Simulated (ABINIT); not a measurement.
Crystal: TiSi2.

```
CELL_PARAMETERS angstrom
0.00000 4.11752 4.26290
2.38951 0.00000 4.26290
2.38951 4.11752 0.00000
ATOMIC_POSITIONS crystal
Ti 0.75000 0.75000 0.75000
Ti 0.50000 0.50000 0.50000
Si 0.41257 0.08743 0.41257
Si 0.08743 0.41257 0.08743
Si 0.16257 0.83743 0.16257
Si 0.83743 0.16257 0.83743
```

The cell is a database's computed one.

```yaml
Program: ABINIT 10.8.3 (patched build)
Task: relaxation of cell and atoms
Functional: LDA
Potentials_or_basis: JTH PAW LDA v2.0
Cutoff: 408 eV
k_mesh: 7 × 7 × 7
Occupations: fermi-dirac, width 0.05 eV
Spin: no spin polarisation
```

At the start: pressure -4.8 GPa; volume 13.98 Å³/atom.

Task: Where does the relaxation end?

Result: Over 9 steps the energy falls by 7.5 meV/atom and the volume is 13.52 Å³/atom (-3.3 %); space group Fddd (No. 70, to 0.05 Å).

Step by step:
| step | energy change (eV) | largest force (eV/Å) | pressure (GPa) | volume (Å³) |
| --- | --- | --- | --- | --- |
| 1 | 0.0000 | 0.0593 | -4.81 | 83.88 |
| 2 | -0.0295 | 0.0640 | -2.71 | 82.65 |
| 3 | -0.0436 | 0.0639 | 0.19 | 81.07 |
| 4 | -0.0440 | 0.0583 | 0.10 | 81.11 |
| 5 | -0.0446 | 0.0405 | -0.01 | 81.12 |
| 6 | -0.0447 | 0.0349 | -0.02 | 81.12 |
| 7 | -0.0451 | 0.0041 | -0.02 | 81.12 |
| 8 | -0.0452 | 0.0006 | -0.01 | 81.12 |
| 9 | -0.0452 | 0.0005 | 0.00 | 81.12 |

Final structure:
```
Ti Si
1.0
     0.00000    4.05604    4.22747
     2.36544    0.00000    4.22747
     2.36544    4.05604    0.00000
Ti Si
2 4
Direct
  0.75000 0.75000 0.75000
  0.50000 0.50000 0.50000
  0.41393 0.08607 0.41393
  0.08607 0.41393 0.08607
  0.16393 0.83607 0.16393
  0.83607 0.16393 0.83607
```
